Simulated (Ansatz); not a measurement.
# C2H7AuS2: a ladder of functionals and wavefunction methods

The task here is to estimate one member of a computed series from the others.

Program: Ansatz 0.2.0, Gaussian basis. Level of theory: functionals in def2-TZVPP, the program's frozen cores in correlated methods. These are calculated values, not measurements.

Levels to be run: LDA (SPW92), PBE-D4, revPBE-D4, BLYP-D4, r2SCAN-D4, B97M-V, PBE0-D4, B3LYP-D4, r2SCANh-D4, r2SCAN0-D4, HSE06-D4, BHLYP-D4, CAM-B3LYP-D4, LC-ωPBE, ωB97X-V, ωB97M-V, B2PLYP, PBE-QIDH; CCSD(T)/def2-SVP; CCSD(T)/def2-TZVPP; MP2/def2-QZVPP; extrapolation to the limit; RPA on PBE.

1 further run of the same task is left out (it didn't finish).

## The geometry

All runs share one geometry, relaxed beforehand with PBE0-D4 in a triple-zeta def2 set. Au takes the def2 core potential; no spin-orbit term is included.

SMILES `C[S+](C)[Au-][SH]`, 12 atoms, charge 0, spin multiplicity 1.

Atoms are counted from 1 here; the program's logs count them from 0.

Bond lengths: C1–S2 1.799 Å, C1–H6 1.089 Å, C1–H7 1.089 Å, C1–H8 1.091 Å, S2–C3 1.799 Å, S2–Au4 2.304 Å, C3–H9 1.089 Å, C3–H10 1.091 Å, C3–H11 1.089 Å, Au4–S5 2.268 Å, S5–H12 1.345 Å. Angles: S2–C1–H6 107.0°, S2–C1–H7 110.9°, S2–C1–H8 109.1°, H6–C1–H7 109.5°, H6–C1–H8 109.6°, H7–C1–H8 110.7°, C1–S2–C3 100.0°, C1–S2–Au4 106.8°, C3–S2–Au4 106.8°, S2–C3–H9 107.0°, S2–C3–H10 109.1°, S2–C3–H11 110.9°, H9–C3–H10 109.6°, H9–C3–H11 109.5°, H10–C3–H11 110.7°, S2–Au4–S5 179.3°, Au4–S5–H12 96.3°.

Set-up of the first run:

The input, in.yaml:

```yaml
crystal:
  periodic: [false, false, false]
  atoms:
    - {symbol: C, position_ang: [-1.710037, 0.540634, -0.016409]}
    - {symbol: S, position_ang: [-0.401499, -0.579098, -0.535514]}
    - {symbol: C, position_ang: [-0.137014, -1.483926, 0.996440]}
    - {symbol: Au, position_ang: [1.477434, 0.708226, -0.880051]}
    - {symbol: S, position_ang: [3.324988, 1.986199, -1.194397]}
    - {symbol: H, position_ang: [-1.928741, 1.189087, -0.863685]}
    - {symbol: H, position_ang: [-1.389893, 1.145727, 0.830494]}
    - {symbol: H, position_ang: [-2.597315, -0.040551, 0.238050]}
    - {symbol: H, position_ang: [0.685420, -2.175662, 0.819501]}
    - {symbol: H, position_ang: [-1.040316, -2.044437, 1.240689]}
    - {symbol: H, position_ang: [0.126878, -0.806218, 1.806964]}
    - {symbol: H, position_ang: [3.590095, 1.560040, -2.442071]}
basis:
  gaussian: {orbitals: def2-TZVPP}
hamiltonian: {xc: lda}
output: {orbitals: {seedname: orbitals}}
```

Steps of the session up to this table: LDA; PBE-D4 (GGA); revPBE-D4 (GGA); BLYP-D4 (GGA); r2SCAN-D4 (meta-GGA); B97M-V (meta-GGA); PBE0-D4 (hybrid); B3LYP-D4 (hybrid); r2SCANh-D4 (hybrid); r2SCAN0-D4 (hybrid); HSE06-D4 (hybrid); BHLYP-D4 (hybrid); CAM-B3LYP-D4 (range-separated); LC-ωPBE (range-separated); ωB97X-V (range-separated); ωB97M-V (range-separated); B2PLYP (double hybrid); PBE-QIDH (double hybrid).

One table of the session follows, with a row left open; its other results are not shown here.

It belongs to the step «Frontier levels by functional». 

```
  functional  HOMO (eV)  gap (eV)
 LDA (SPW92)      -4.98      3.50
      PBE-D4      -4.79      3.51
   revPBE-D4      -4.72      3.53
     BLYP-D4      -4.63      3.46
   r2SCAN-D4      -4.98      3.95
      B97M-V      -5.01      3.86
     PBE0-D4          ?         ?
    B3LYP-D4      -5.63      4.94
  r2SCANh-D4      -5.38      4.65
  r2SCAN0-D4      -5.99      5.69
    HSE06-D4      -5.45      4.63
    BHLYP-D4      -6.78      7.10
CAM-B3LYP-D4      -7.10      7.53
     LC-ωPBE      -8.39      9.93
     ωB97X-V      -8.08      9.46
     ωB97M-V      -7.96      9.09
```

**Question.** Estimate the row for PBE0-D4.

**Answer.** HOMO (eV): -5.84; gap (eV): 5.39. In the column «HOMO (eV)» it lies between r2SCAN0-D4 (-5.99) and B3LYP-D4 (-5.63).
